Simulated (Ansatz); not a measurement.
# C2H5ClSn: a ladder of functionals and wavefunction methods

An exercise on one series of results from a longer session: the logs are not shown, and one member is left open.

Method: functionals in def2-TZVPP, the program's frozen cores in correlated methods; program: Ansatz 0.2.0, Gaussian basis.

The runs, in order: LDA (SPW92), PBE-D4, revPBE-D4, BLYP-D4, r2SCAN-D4, B97M-V, PBE0-D4, B3LYP-D4, r2SCANh-D4, r2SCAN0-D4, HSE06-D4, BHLYP-D4, CAM-B3LYP-D4, LC-ωPBE, ωB97X-V, ωB97M-V, B2PLYP, PBE-QIDH; CCSD(T)/def2-SVP; CCSD(T)/def2-TZVPP; MP2/def2-QZVPP; extrapolation to the limit; RPA on PBE.

1 further run of the same task is left out (for a known fault of the program).

### The relaxed structure

An earlier PBE0-D4 in a triple-zeta def2 set relaxation fixed the geometry. Sn takes the def2 core potential; no spin-orbit term is included.

SMILES `C[CH2][Sn][Cl]`, 9 atoms, charge 0, spin multiplicity 1.

Atoms are counted from 1 here; the program's logs count them from 0.

Bond lengths: C1–C2 1.524 Å, C1–H5 1.092 Å, C1–H6 1.094 Å, C1–H7 1.095 Å, C2–Sn3 2.191 Å, C2–H8 1.095 Å, C2–H9 1.097 Å, Sn3–Cl4 2.384 Å. Angles: C2–C1–H5 111.2°, C2–C1–H6 111.6°, C2–C1–H7 112.0°, H5–C1–H6 107.6°, H5–C1–H7 107.4°, H6–C1–H7 106.8°, C1–C2–Sn3 114.1°, C1–C2–H8 111.3°, C1–C2–H9 110.4°, Sn3–C2–H8 107.8°, Sn3–C2–H9 105.8°, H8–C2–H9 106.9°, C2–Sn3–Cl4 94.2°.

Coordinates:

```xyz
9
C2H5ClSn
C    -0.3451    0.9187    0.0424
C     0.2952   -0.3106    0.6765
Sn    1.5081   -1.5023   -0.7058
Cl   -0.2779   -1.8567   -2.2443
H    -0.9810    0.6418   -0.8013
H    -0.9664    1.4645    0.7592
H     0.4037    1.6252   -0.3291
H     0.9280   -0.0363    1.5272
H    -0.4762   -0.9906    1.0580
```

The first run:

in.yaml reads:

```yaml
crystal:
  periodic: [false, false, false]
  atoms:
    - {symbol: C, position_ang: [-0.345127, 0.918657, 0.042429]}
    - {symbol: C, position_ang: [0.295208, -0.310598, 0.676533]}
    - {symbol: Sn, position_ang: [1.508100, -1.502342, -0.705813]}
    - {symbol: Cl, position_ang: [-0.277865, -1.856667, -2.244325]}
    - {symbol: H, position_ang: [-0.980978, 0.641793, -0.801316]}
    - {symbol: H, position_ang: [-0.966433, 1.464531, 0.759207]}
    - {symbol: H, position_ang: [0.403717, 1.625197, -0.329062]}
    - {symbol: H, position_ang: [0.927957, -0.036299, 1.527245]}
    - {symbol: H, position_ang: [-0.476178, -0.990573, 1.058001]}
basis:
  gaussian: {orbitals: def2-TZVPP}
hamiltonian: {xc: lda}
output: {orbitals: {seedname: orbitals}}
```

The run is started by

```console
> ansatz run in.yaml --threads 4 --pin off --events-out ev --progress --plain --max-ram 10444MiB
```

Steps of the session up to this table: LDA; PBE-D4 (GGA); revPBE-D4 (GGA); BLYP-D4 (GGA); r2SCAN-D4 (meta-GGA); B97M-V (meta-GGA); B3LYP-D4 (hybrid); r2SCANh-D4 (hybrid); r2SCAN0-D4 (hybrid); HSE06-D4 (hybrid); BHLYP-D4 (hybrid); CAM-B3LYP-D4 (range-separated); LC-ωPBE (range-separated); ωB97X-V (range-separated); ωB97M-V (range-separated); B2PLYP (double hybrid); PBE-QIDH (double hybrid).

One of the session's tables, all rows but one given; the rest of the session is left out.

It belongs to the step «Orbital energies across the functionals». 

| functional | HOMO (eV) | LUMO (eV) | gap (eV) |
| --- | --- | --- | --- |
| LDA (SPW92) | -5.57 | -3.70 | 1.87 |
| PBE-D4 | ? | ? | ? |
| revPBE-D4 | -5.35 | -3.33 | 2.02 |
| BLYP-D4 | -5.28 | -3.38 | 1.90 |
| r2SCAN-D4 | -5.64 | -3.36 | 2.28 |
| B97M-V | -5.59 | -3.41 | 2.18 |
| PBE0-D4 | -6.43 | -2.73 | 3.70 |
| B3LYP-D4 | -6.26 | -2.98 | 3.28 |
| r2SCANh-D4 | -6.02 | -3.09 | 2.93 |
| r2SCAN0-D4 | -6.59 | -2.70 | 3.89 |
| HSE06-D4 | -6.04 | -3.10 | 2.95 |
| BHLYP-D4 | -7.34 | -2.02 | 5.32 |
| CAM-B3LYP-D4 | -7.66 | -1.84 | 5.83 |
| LC-ωPBE | -8.88 | -0.72 | 8.16 |
| ωB97X-V | -8.58 | -0.84 | 7.74 |
| ωB97M-V | -8.48 | -1.00 | 7.49 |

**Question.** Estimate the row for PBE-D4.

**Answer.** HOMO (eV): -5.41; LUMO (eV): -3.44; gap (eV): 1.97. In the column «HOMO (eV)» it lies between LDA (SPW92) (-5.57) and revPBE-D4 (-5.35).
